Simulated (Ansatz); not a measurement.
# HfTl2PbS4: a short molecular-dynamics run

What does HfTl2PbS4 do over 20 steps of 2 fs under a Nosé-Hoover thermostat at 900 K? The cell is a database structure of 16 atoms, taken as it stands, without a relaxation.

Program: Ansatz 0.2.0. Level of theory: DFT PBE, plane waves, norm-conserving pseudopotentials, scalar-relativistic, no spin polarisation. These are calculated values, not measurements.

**1. Starting point**

The cell holds 16 atoms (Hf2Pb2S8Tl4): a = 8.325 Å, b = 8.866 Å, c = 6.791 Å, α = 73.06°, β = 90.00°, γ = 118.00°.

Structure file:

```
CELL_PARAMETERS angstrom
0.00000 8.32498 0.00000
7.82830 -4.16249 0.00000
2.24076 0.00000 -6.41115
ATOMIC_POSITIONS crystal
Tl 0.62371 0.49846 0.76947
Tl 0.12525 0.50154 0.73053
Tl 0.37629 0.50154 0.23053
Tl 0.87475 0.49846 0.26947
Pb 0.62321 0.00000 0.75000
Pb 0.37679 0.00000 0.25000
Hf 0.12089 0.00000 0.75000
Hf 0.87911 0.00000 0.25000
S 0.19770 0.19160 0.99720
S 0.00610 0.80840 0.50280
S 0.80230 0.80840 0.00280
S 0.99390 0.19160 0.49720
S 0.44340 0.21380 0.53620
S 0.22960 0.78620 0.96380
S 0.55660 0.78620 0.46380
S 0.77040 0.21380 0.03620
```

**2. Dynamics**

Input file input.yaml:

```yaml
crystal:
  lattice:
    - [2.7e-07, 8.324981, 9.0e-08]
    - [7.82829587, -4.16249075, -5.0e-08]
    - [2.240756, 0.0, -6.411152]
  atoms:
    - { symbol: Tl, position: [0.62371, 0.49846, 0.76947] }
    - { symbol: Tl, position: [0.12525, 0.50154, 0.73053] }
    - { symbol: Tl, position: [0.37629, 0.50154, 0.23053] }
    - { symbol: Tl, position: [0.87475, 0.49846, 0.26947] }
    - { symbol: Pb, position: [0.62321, 0.0, 0.75] }
    - { symbol: Pb, position: [0.37679, 0.0, 0.25] }
    - { symbol: Hf, position: [0.12089, 0.0, 0.75] }
    - { symbol: Hf, position: [0.87911, 0.0, 0.25] }
    - { symbol: S, position: [0.1977, 0.1916, 0.9972] }
    - { symbol: S, position: [0.0061, 0.8084, 0.5028] }
    - { symbol: S, position: [0.8023, 0.8084, 0.0028] }
    - { symbol: S, position: [0.9939, 0.1916, 0.4972] }
    - { symbol: S, position: [0.4434, 0.2138, 0.5362] }
    - { symbol: S, position: [0.2296, 0.7862, 0.9638] }
    - { symbol: S, position: [0.5566, 0.7862, 0.4638] }
    - { symbol: S, position: [0.7704, 0.2138, 0.0362] }
kpoints:
  mp_grid: { grid: [2, 2, 3] }
magnetization:
  spin_polarized: false
scf:
  occupations: { method: fermi_dirac, width: 0.05 }
hamiltonian:
  pseudopotentials: { kind: nc, accuracy: standard }
  xc: pbe
basis:
  ecutwfc: 420
md:
  timestep: 2.0
  n_steps: 20
  ensemble: nvt_nose_hoover
  temperature: 900.0
  initial_velocities: maxwell_boltzmann
  seed: 855697
```

Run with:

```console
ansatz run input.yaml --threads 2 --pin off --max-ram 2560MiB --backend cpu --events-out ev --progress --plain --runs-dir out
```

The program printed, shortened:

```text
Warning: md: disabling space-group detection — thermal motion breaks the input geometry's symmetry, so no spatial operation reduces the k-mesh or symmetrises the density; time reversal is kept, so that k and −k are solved as one point where they differ and the mesh holds both, and exact [...]
Warning: basis.ecutwfc = 420 eV is below the records' recommended 850 eV, and the density's cutoff is lower with it unless basis.ecutrho_ratio is high enough to keep the records' density cutoff: compare with a run at a higher cutoff
Warning: RAYON_NUM_THREADS=2 ignored (pool sized by the plan → 2); use --threads N
[...]
Pseudopotentials: kind: nc
Pseudopotential: Tl, nc, valence charge 13, recommended cutoff 820 eV (normal), Tl.nc.azcp (PseudoDojo's, or run here from an input of PseudoDojo's; its table is named by hamiltonian.pseudopotentials.accuracy)
Pseudopotential: Pb, nc, valence charge 14, recommended cutoff 850 eV (normal), Pb.nc.azcp (PseudoDojo's, or run here from an input of PseudoDojo's; its table is named by hamiltonian.pseudopotentials.accuracy)
Pseudopotential: Hf, nc, valence charge 12, recommended cutoff 789.130201 eV (normal), Hf.nc.azcp (PseudoDojo's, or run here from an input of PseudoDojo's; its table is named by hamiltonian.pseudopotentials.accuracy)
Pseudopotential: S, nc, valence charge 6, recommended cutoff 770 eV (normal), S.nc.azcp (PseudoDojo's, or run here from an input of PseudoDojo's; its table is named by hamiltonian.pseudopotentials.accuracy)
Functional definition: PBE
[...]
Crystal: 16 atoms, lattice volume = 417.817 Å³
Basis set: ecut = 420 eV, 8163 PW (Γ), exchange–correlation on 120×120×96 points (8 copies of the dense FFT grid, shifted against one another)
Bands: 92, of which v1, the nominal top of the filled ones, is band 76 counted from 1 (75 counted from 0)
Symmetry: 1 space group operations
k-points: 8 of 12 (time reversal used)
[...]
SCF iter   1: F=—  HF=-15852.376133 eV  |F-HF|=—  |Δ(HF+E_count)|=         —  Δρ=5.00e-2  dr2=2.13e1  ethr=3.10e-3  ⟨swp⟩=8.2  Hψ=3721  notcnv=0
[...]
md step     0: t =     0.00 fs  T =   900.0 K  F+E_penalty+E_count = -15846.31389364 eV  E_kin = 1.745010 eV  conserved = -15844.56888365 eV  (11 SCF iters)
[...]
md step     4: t =     8.00 fs  T =   845.5 K  F+E_penalty+E_count = -15846.20806887 eV  E_kin = 1.639305 eV  conserved = -15844.56886275 eV  (7 SCF iters)
[...]
md step     5: t =    10.00 fs  T =   813.5 K  F+E_penalty+E_count = -15846.14576774 eV  E_kin = 1.577232 eV  conserved = -15844.56878033 eV  (3 SCF iters)
SCF iter   1: F=—  HF=-15846.071321 eV  |F-HF|=—  |Δ(HF+E_count)|=         —  Δρ=3.35e-5  dr2=1.58e-6  ethr=5.16e-9  ⟨swp⟩=5.1  Hψ=2060  notcnv=0  defer=11
```

**3. The output, continued**

The log, continued, shortened:

```text
[...]
SCF iter   2: F=—  HF=-15846.071322 eV  |F-HF|=—  |Δ(HF+E_count)|=   1.10e-6  Δρ=8.76e-6  dr2=1.14e-7  ethr=1.04e-9  ⟨swp⟩=2.2  Hψ=1286  notcnv=0  defer=11
[...]
md step     6: t =    12.00 fs  T =   775.3 K  F+E_penalty+E_count = -15846.07132198 eV  E_kin = 1.503163 eV  conserved = -15844.56866229 eV  (3 SCF iters)
[...]
md step     9: t =    18.00 fs  T =   635.6 K  F+E_penalty+E_count = -15845.79817423 eV  E_kin = 1.232358 eV  conserved = -15844.56811551 eV  (2 SCF iters)
[...]
md step    12: t =    24.00 fs  T =   492.6 K  F+E_penalty+E_count = -15845.51649372 eV  E_kin = 0.955045 eV  conserved = -15844.56747842 eV  (3 SCF iters)
[...]
md step    15: t =    30.00 fs  T =   391.2 K  F+E_penalty+E_count = -15845.31389013 eV  E_kin = 0.758462 eV  conserved = -15844.56714683 eV  (3 SCF iters)
[...]
md step    20: t =    40.00 fs  T =   365.5 K  F+E_penalty+E_count = -15845.24980969 eV  E_kin = 0.708728 eV  conserved = -15844.56746533 eV  (8 SCF iters)
SCF converged after 8 iterations
Free energy (F): -15845.249810 eV
[...]
E sigma→0 (E₀):  -15845.249803 eV
Entropy (-TS):   -0.000014 eV (-0.001 meV/atom)
Fermi energy:    8.260373 eV
[...]
--- Forces (eV/Å), atoms counted from 1 ---
  atom   1  Tl    -0.03319026    -0.10022227     0.21165864
  atom   2  Tl     0.05122756    -0.03257726    -0.11969744
  atom   3  Tl    -0.20784319     0.05048271    -0.06328501
  atom   4  Tl     0.23374127     0.03660710    -0.16564798
  atom   5  Pb     0.22491980    -1.12006234     0.62285184
  atom   6  Pb    -0.03068078     0.41765083    -0.04382325
  atom   7  Hf    -0.04050472     0.99592965     0.74823972
  atom   8  Hf     0.96881325    -0.39582597    -1.09462479
[...]
--- MD trajectory: 20 steps, t = 0.0 → 40.0 fs ---
  final state: T = 365.5 K   F+E_penalty+E_count = -15845.24980969 eV   E_kin = 0.708728 eV
  conserved energy: peak-to-peak 1.785e-3 eV (1.115e-4 eV/atom) over 40.0 fs
```

Run time: 3.8 min. Hardware: 2 threads of Arm Neoverse V1, shared host; peak memory 0.85 GiB.

**4. The trajectory**

Every step; energies are changes from step 0; msd is the mean square displacement from the start, the centre of mass held:

```
time (fs)  T (K)  potential energy change (meV/atom)  conserved energy change (meV/atom)  msd S (Å²)  msd Pb (Å²)  msd Hf (Å²)  msd Tl (Å²)
      0.0    900                                 0.0                                0.00       0.000        0.000        0.000        0.000
      2.0    898                                 0.3                                0.00       0.000        0.000        0.000        0.000
      4.0    888                                 1.4                                0.00       0.001        0.000        0.000        0.000
      6.0    871                                 3.6                                0.00       0.003        0.001        0.000        0.000
      8.0    845                                 6.6                                0.00       0.005        0.001        0.001        0.000
     10.0    813                                10.5                                0.01       0.008        0.002        0.001        0.000
     12.0    775                                15.2                                0.01       0.011        0.002        0.001        0.001
     14.0    732                                20.4                                0.02       0.014        0.003        0.002        0.001
     16.0    685                                26.2                                0.03       0.018        0.004        0.002        0.001
     18.0    636                                32.2                                0.05       0.021        0.005        0.002        0.002
     20.0    586                                38.3                                0.06       0.025        0.006        0.003        0.002
     22.0    538                                44.3                                0.08       0.029        0.008        0.004        0.002
     24.0    493                                49.8                                0.09       0.033        0.009        0.004        0.003
     26.0    452                                54.8                                0.10       0.036        0.011        0.005        0.003
     28.0    418                                59.1                                0.10       0.039        0.012        0.006        0.004
     30.0    391                                62.5                                0.11       0.042        0.014        0.006        0.004
     32.0    372                                65.0                                0.11       0.044        0.016        0.007        0.005
     34.0    360                                66.6                                0.11       0.046        0.017        0.008        0.005
     36.0    355                                67.3                                0.10       0.047        0.019        0.008        0.006
     38.0    357                                67.3                                0.10       0.048        0.021        0.009        0.007
     40.0    366                                66.5                                0.09       0.048        0.023        0.010        0.007
```

time (fs), T (K) and a bar:
```
      0.0        900 ##############################
      2.0        898 ##############################
      4.0        888 #############################
      6.0        871 ############################
      8.0        845 ###########################
     10.0        813 #########################
     12.0        775 #######################
     14.0        732 #####################
     16.0        685 ##################
     18.0        636 ###############
     20.0        586 #############
     22.0        538 ##########
     24.0        493 ########
     26.0        452 #####
     28.0        418 ###
     30.0        391 ##
     32.0        372 #
     34.0        360 
     36.0        355 
     38.0        357 
     40.0        366 #
```

Pair distribution over the second half of the run:

```
r (Å)  g S–S  g Tl–S
 0.68   0.00    0.00
 0.84   0.00    0.00
 1.00   0.00    0.00
 1.16   0.00    0.00
 1.32   0.00    0.00
 1.48   0.00    0.00
 1.64   0.00    0.00
 1.80   0.00    0.00
 1.96   0.00    0.00
 2.12   0.00    0.00
 2.28   0.00    0.00
 2.44   0.00    0.00
 2.60   0.00    0.00
 2.76   0.00    0.11
 2.92   0.00    1.21
 3.08   0.24    2.12
```

**5. Snapshots as a file**

Extended XYZ, with forces in eV/Å:

```xyz
16
Lattice="0.000 8.325 0.000 7.828 -4.162 0.000 2.241 0.000 -6.411" Properties=species:S:1:pos:R:3:forces:R:3 pbc="T T T" time_fs=6.0 T=871 dE=0.0572
Tl    5.617    3.122   -4.940   -0.006   -0.038    0.060
Tl    5.554   -1.046   -4.673    0.003   -0.025   -0.051
Tl    4.454    1.047   -1.470   -0.041    0.025   -0.052
Tl    4.500    5.204   -1.718    0.019    0.032    0.016
Pb    1.685    5.211   -4.804    0.045   -0.145    0.064
Pb    0.563    3.116   -1.615    0.003    0.090   -0.003
Hf    1.680    1.005   -4.829    0.053    0.298    0.153
Hf    0.555    7.313   -1.592    0.222   -0.221   -0.204
S     3.723    0.874   -6.379   -0.004   -0.150   -0.044
S     7.473   -3.345   -3.196    0.014    0.119   -0.265
S     6.421    3.270   -0.028   -0.461    0.265    0.159
S     2.588    7.496   -3.210    0.105   -0.006    0.104
S     2.866    2.825   -3.440   -0.064   -0.206   -0.136
S     8.339   -1.315   -6.191   -0.012   -0.302    0.135
S     7.155    1.334   -2.961    0.264    0.201    0.024
S     1.783    5.516   -0.269   -0.139    0.062    0.040
16
Lattice="0.000 8.325 0.000 7.828 -4.162 0.000 2.241 0.000 -6.411" Properties=species:S:1:pos:R:3:forces:R:3 pbc="T T T" time_fs=14.0 T=732 dE=0.3271
Tl    5.604    3.128   -4.949   -0.026   -0.065    0.102
Tl    5.542   -1.046   -4.659    0.010   -0.031   -0.073
Tl    4.469    1.050   -1.460   -0.088    0.036   -0.067
Tl    4.493    5.200   -1.705    0.048    0.044   -0.019
Pb    1.690    5.242   -4.799    0.105   -0.385    0.183
Pb    0.566    3.088   -1.631    0.001    0.206   -0.011
Hf    1.679    1.003   -4.855    0.087    0.563    0.343
Hf    0.549    7.306   -1.579    0.708   -0.389   -0.617
S     3.708    0.906   -6.361    0.203   -0.271   -0.152
S     7.498   -3.383   -3.164   -0.180    0.335   -0.542
S     6.528    3.215   -0.037   -1.398    0.548    0.545
S     2.555    7.521   -3.237    0.428   -0.065    0.193
S     2.853    2.854   -3.445    0.004   -0.352   -0.192
S     8.371   -1.259   -6.204   -0.164   -0.556    0.188
S     7.108    1.301   -2.945    0.435    0.336   -0.068
S     1.818    5.506   -0.317   -0.173    0.046    0.188
16
Lattice="0.000 8.325 0.000 7.828 -4.162 0.000 2.241 0.000 -6.411" Properties=species:S:1:pos:R:3:forces:R:3 pbc="T T T" time_fs=20.0 T=586 dE=0.6133
Tl    5.594    3.133   -4.956   -0.036   -0.080    0.130
Tl    5.533   -1.047   -4.649    0.014   -0.033   -0.088
Tl    4.480    1.053   -1.453   -0.120    0.043   -0.072
Tl    4.487    5.197   -1.695    0.078    0.047   -0.051
Pb    1.694    5.264   -4.794    0.145   -0.588    0.298
Pb    0.569    3.068   -1.644   -0.004    0.282   -0.018
Hf    1.678    1.003   -4.875    0.078    0.730    0.469
Hf    0.546    7.299   -1.570    1.109   -0.475   -0.974
S     3.699    0.926   -6.349    0.347   -0.350   -0.236
S     7.514   -3.408   -3.146   -0.314    0.471   -0.701
S     6.591    3.181   -0.038   -2.053    0.735    0.830
S     2.536    7.539   -3.256    0.625   -0.110    0.265
S     2.843    2.871   -3.452    0.058   -0.429   -0.212
S     8.393   -1.223   -6.211   -0.262   -0.695    0.209
S     7.077    1.280   -2.933    0.538    0.413   -0.132
S     1.843    5.500   -0.351   -0.203    0.039    0.282
16
Lattice="0.000 8.325 0.000 7.828 -4.162 0.000 2.241 0.000 -6.411" Properties=species:S:1:pos:R:3:forces:R:3 pbc="T T T" time_fs=26.0 T=452 dE=0.8773
Tl    5.585    3.137   -4.962   -0.040   -0.091    0.157
Tl    5.525   -1.048   -4.638    0.022   -0.033   -0.100
Tl    4.491    1.055   -1.446   -0.151    0.048   -0.071
Tl    4.482    5.194   -1.685    0.114    0.046   -0.086
Pb    1.699    5.285   -4.789    0.178   -0.791    0.422
Pb    0.571    3.048   -1.656   -0.012    0.343   -0.026
Hf    1.678    1.005   -4.893    0.046    0.861    0.576
Hf    0.545    7.291   -1.564    1.370   -0.513   -1.241
S     3.694    0.943   -6.340    0.457   -0.430   -0.319
S     7.526   -3.427   -3.136   -0.415    0.558   -0.794
S     6.633    3.154   -0.030   -2.473    0.895    0.947
S     2.523    7.555   -3.271    0.757   -0.152    0.351
S     2.834    2.883   -3.460    0.113   -0.479   -0.209
S     8.413   -1.195   -6.217   -0.343   -0.789    0.216
S     7.053    1.264   -2.923    0.623    0.478   -0.180
S     1.865    5.494   -0.382   -0.246    0.048    0.357
16
Lattice="0.000 8.325 0.000 7.828 -4.162 0.000 2.241 0.000 -6.411" Properties=species:S:1:pos:R:3:forces:R:3 pbc="T T T" time_fs=34.0 T=360 dE=1.0657
Tl    5.572    3.143   -4.970   -0.038   -0.099    0.190
Tl    5.513   -1.049   -4.625    0.036   -0.033   -0.112
Tl    4.505    1.059   -1.436   -0.186    0.051   -0.067
Tl    4.475    5.190   -1.672    0.177    0.041   -0.133
Pb    1.705    5.311   -4.781    0.211   -1.017    0.564
Pb    0.575    3.022   -1.673   -0.023    0.399   -0.037
Hf    1.678    1.010   -4.916   -0.010    0.970    0.687
Hf    0.548    7.280   -1.558    1.297   -0.480   -1.279
S     3.695    0.958   -6.333    0.518   -0.543   -0.413
S     7.537   -3.444   -3.136   -0.475    0.571   -0.799
S     6.646    3.135   -0.003   -2.462    1.052    0.655
S     2.519    7.575   -3.286    0.808   -0.201    0.488
S     2.823    2.892   -3.476    0.183   -0.504   -0.168
S     8.433   -1.171   -6.220   -0.416   -0.843    0.201
S     7.031    1.251   -2.912    0.713    0.549   -0.203
S     1.890    5.487   -0.417   -0.334    0.087    0.428
16
Lattice="0.000 8.325 0.000 7.828 -4.162 0.000 2.241 0.000 -6.411" Properties=species:S:1:pos:R:3:forces:R:3 pbc="T T T" time_fs=40.0 T=366 dE=1.0641
Tl    5.562    3.147   -4.976   -0.033   -0.100    0.212
Tl    5.504   -1.050   -4.615    0.051   -0.033   -0.120
Tl    4.516    1.062   -1.429   -0.208    0.050   -0.063
Tl    4.470    5.188   -1.662    0.234    0.037   -0.166
Pb    1.710    5.329   -4.774    0.225   -1.120    0.623
Pb    0.577    3.003   -1.685   -0.031    0.418   -0.044
Hf    1.678    1.015   -4.932   -0.041    0.996    0.748
Hf    0.553    7.270   -1.557    0.969   -0.396   -1.095
S     3.702    0.963   -6.333    0.486   -0.626   -0.459
S     7.538   -3.450   -3.146   -0.457    0.505   -0.720
S     6.626    3.133    0.025   -2.078    1.101    0.166
S     2.526    7.588   -3.291    0.752   -0.225    0.585
S     2.818    2.892   -3.489    0.229   -0.490   -0.113
S     8.443   -1.164   -6.220   -0.444   -0.834    0.172
S     7.023    1.248   -2.907    0.763    0.588   -0.194
S     1.905    5.482   -0.439   -0.418    0.129    0.468
```

**6. Results**

| quantity | value |
| --- | --- |
| length | 20 steps of 2 fs |
| temperature, first and last step | 900 and 366 K |
| temperature, second half | mean 426 K, from 355 to 586 K |
| potential energy, second half | +58 meV/atom from the start |
| largest change of the conserved energy | 0.11 meV/atom |
| mean square displacement, second half | S 0.040, Pb 0.014, Hf 0.006, Tl 0.004 Å² |

In words: Against a set 900 K the second half averages 426 K, going from 586 to 366 K over that half; 58 meV/atom has gone into potential energy, and a thermostat that acts over some 100 fs has not made it up in 40 fs. The conserved energy strays from its start by at most 0.11 meV/atom, 0.1 % of the mean kinetic energy, so a step of 2 fs is short enough over this time. No atom gets farther than 0.36 Å from its start, with the drift of the whole removed, against a typical distance of 2.6 Å between sites at the start. Settings off the usual here: hamiltonian.pseudopotentials. A run of 40 fs with 16 atoms shows the motion but fixes no equilibrium value. The cutoff lies under what these potentials recommend, so forces and energies are not converged in the basis.
